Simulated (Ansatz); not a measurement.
# BGeP+ (quartet): wave-function methods side by side, cc-pVTZ

One table from this session's results is given with a row withheld; the runs are named, their logs left out.

Computed with Ansatz 0.2.0, Gaussian basis. Level: cc-pVTZ, core rule «outside noble gas», up to 20 orbitals frozen.

The runs, in order: UHF; CCSD(T) on ROHF; CCSD(T) on UHF; BCCD(T) on ROHF; CCSDT(Q) on ROHF; CCSDT(Q) on UHF; CASSCF and NEVPT2, 11 electrons in 12 orbitals.

4 further runs of the same task are left out: 4 set aside as unsound or not needed.

**The geometry**

The geometry is a PBE0/def2-TZVP stationary point (not a proven minimum) of the parent state, kept for this charge and spin. No spin-orbit coupling is included. The filled d shell of Ge may be among the frozen orbitals whatever the setting's name suggests; the logs give the count.

3 atoms, charge 1, spin multiplicity 4.

Atoms are counted from 1 here; the program's logs count them from 0.

Bond lengths: B1–Ge2 2.182 Å, B1–P3 1.788 Å, Ge2–P3 2.237 Å. Angles: Ge2–B1–P3 67.8°, B1–Ge2–P3 47.7°, B1–P3–Ge2 64.5°.

The first run:

in.yaml

```yaml
crystal:
  periodic: [false, false, false]
  atoms:
    - {symbol: B, position_ang: [0.000000, -1.356815, -0.905184]}
    - {symbol: Ge, position_ang: [0.000000, 0.055950, 0.757740]}
    - {symbol: P, position_ang: [0.000000, 0.342363, -1.461116]}
basis:
  gaussian: {orbitals: cc-pVTZ}
total_charge: 1
magnetization: {spin_polarized: true, initial_magnetization: 3}
hamiltonian: {xc: hf}
output: {orbitals: {seedname: orbitals}}
```

The run is started by

```bash
$ ansatz run in.yaml --threads 1 --pin off --events-out ev --progress --plain --max-ram 4096MiB --backend cpu
```

Steps of the session up to this table: UHF; CCSD(T) on ROHF; CCSD(T) on UHF; BCCD(T) on ROHF; CCSDT(Q) on ROHF; CCSDT(Q) on UHF; CASSCF and NEVPT2, 11 electrons in 12 orbitals.

One table of the session follows, with a row left open; its other results are not shown here.

| method | from RCCSDT(Q) (meV) |
| --- | --- |
| ROHF | +8591.9 |
| UHF | +8284.8 |
| RMP2 | +1242.6 |
| UMP2 | +1375.5 |
| RCCSD | +673.5 |
| UCCSD | +653.1 |
| RCCSD(T) | ? |
| UCCSD(T) | +87.7 |
| BCCD(T) | +87.0 |
| RCCSDT | +54.8 |
| UCCSDT | +44.1 |
| RCCSDT(Q) | 0 |
| UCCSDT(Q) | -11.7 |
| CASSCF valence | +5257.3 |
| NEVPT2 valence | +1098.6 |

Estimate the missing values for RCCSD(T).

The run gave: from RCCSDT(Q) (meV): +89.2. In the column «from RCCSDT(Q) (meV)» it lies between UCCSD(T) (+87.7) and UCCSD (+653.1).

To keep in mind: Restricted and unrestricted rows rest on different reference determinants; where their highest levels disagree by more than a few hundredths of an eV, they describe different states and don't form one ladder.
